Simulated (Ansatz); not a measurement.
# TaN: the cost of one run

Method: DFT PBEsol+U (U_eff = 6 eV on Ta d), plane waves, PAW, no spin–orbit coupling unless a run says so, in Ansatz 0.2.0.

4 further runs of the same task are left out: 4 that didn't finish.

## (1) The structure to begin with

Symmetry: Fm-3m, No. 225, cubic system. Conventional cell: a = 4.358 Å, b = 4.358 Å, c = 4.358 Å, α = 90.00°, β = 90.00°, γ = 90.00°. Ta (site symmetry m-3m) has 6 N at 2.18 Å as nearest neighbours. N (site symmetry m-3m) has 6 Ta at 2.18 Å as nearest neighbours.

As a file:

```xyz
4
Lattice="0.0000 2.1790 2.1790 2.1790 0.0000 2.1790 4.3580 4.3580 0.0000" Properties=species:S:1:pos:R:3 pbc="T T T"
Ta    2.1790    2.1790    2.1790
N     0.0000    0.0000    0.0000
Ta    4.3580    4.3580    2.1790
N     2.1790    2.1790    0.0000
```

An earlier series on this cell reached its lowest free state from «antiferromagnetic start, free», perhaps among other starts.

## (2) Total moment locked, 3.00 μB per cell

The input, input.yaml:

```yaml
crystal:
  lattice:
    - [0.0, 2.17900131, 2.17900131]
    - [2.17900131, 0.0, 2.17900131]
    - [4.35800262, 4.35800262, 0.0]
  atoms:
    - { symbol: Ta, position: [0.5, 0.5, 0.25], spin: 1.5 }
    - { symbol: "N", position: [0.0, 0.0, 0.0] }
    - { symbol: Ta, position: [0.5, 0.5, 0.75], spin: 1.5 }
    - { symbol: "N", position: [0.0, 0.0, 0.5] }
basis:
  ecutwfc: 420
  ecutrho_ratio: 4
kpoints:
  mp_grid: { grid: [7, 7, 7] }
hamiltonian:
  xc: pbesol
  hubbard:
    sites:
      - { site: 0, l: d, u_eff: 6.0, starting_ns: [{ spin: up, occupation_matrix: s0up }, { spin: down, occupation_matrix: s0down }] }
      - { site: 2, l: d, u_eff: 6.0, starting_ns: [{ spin: up, occupation_matrix: s2up }, { spin: down, occupation_matrix: s2down }] }
    occupation_matrices:
      s0up:
        matrix:
          - [0.02012, -0.00443, -0.00424, 0.0, 0.00868]
          - [-0.00443, 0.65307, -0.31688, -0.00746, -0.31646]
          - [-0.00424, -0.31688, 0.65292, 0.00756, -0.31654]
          - [0.0, -0.00746, 0.00756, 0.02012, -0.00011]
          - [0.00868, -0.31646, -0.31654, -0.00011, 0.65376]
      s0down:
        matrix:
          - [0.02, 0.0, 0.0, 0.0, 0.0]
          - [0.0, 0.02, 0.0, 0.0, 0.0]
          - [0.0, 0.0, 0.02, 0.0, 0.0]
          - [0.0, 0.0, 0.0, 0.02, 0.0]
          - [0.0, 0.0, 0.0, 0.0, 0.02]
      s2up:
        matrix:
          - [0.02012, -0.00443, -0.00424, 0.0, 0.00868]
          - [-0.00443, 0.65307, -0.31688, -0.00746, -0.31646]
          - [-0.00424, -0.31688, 0.65292, 0.00756, -0.31654]
          - [0.0, -0.00746, 0.00756, 0.02012, -0.00011]
          - [0.00868, -0.31646, -0.31654, -0.00011, 0.65376]
      s2down:
        matrix:
          - [0.02, 0.0, 0.0, 0.0, 0.0]
          - [0.0, 0.02, 0.0, 0.0, 0.0]
          - [0.0, 0.0, 0.02, 0.0, 0.0]
          - [0.0, 0.0, 0.0, 0.02, 0.0]
          - [0.0, 0.0, 0.0, 0.0, 0.02]
    ns_hold: { iters: 8 }
scf:
  occupations: { method: gaussian, width: 0.05 }
  lower_state_search: "off"
  max_iter: 150
output:
  forces: true
  stress: true
  eigenvalues: true
  populations: true
  hubbard: { sites: [{ site: 0, l: d }, { site: 2, l: d }] }
magnetization:
  spin_polarized: true
  initial_magnetization: 3.0
  spin_locking: { lock_magnetization: hard }
```

The typed matrices are held for 8 cycles. The lock stays on to the end, so the result is a constrained state.

On the command line:

```console
ansatz run input.yaml --threads 2 --pin off --max-ram 3072MiB --backend cpu --events-out ev --progress --plain --runs-dir out
```

**Question.** How long does this run take on 2 threads of Arm Neoverse V1, shared host, and how much memory does it need?

About 44 s, with a peak of 0.63 GiB.
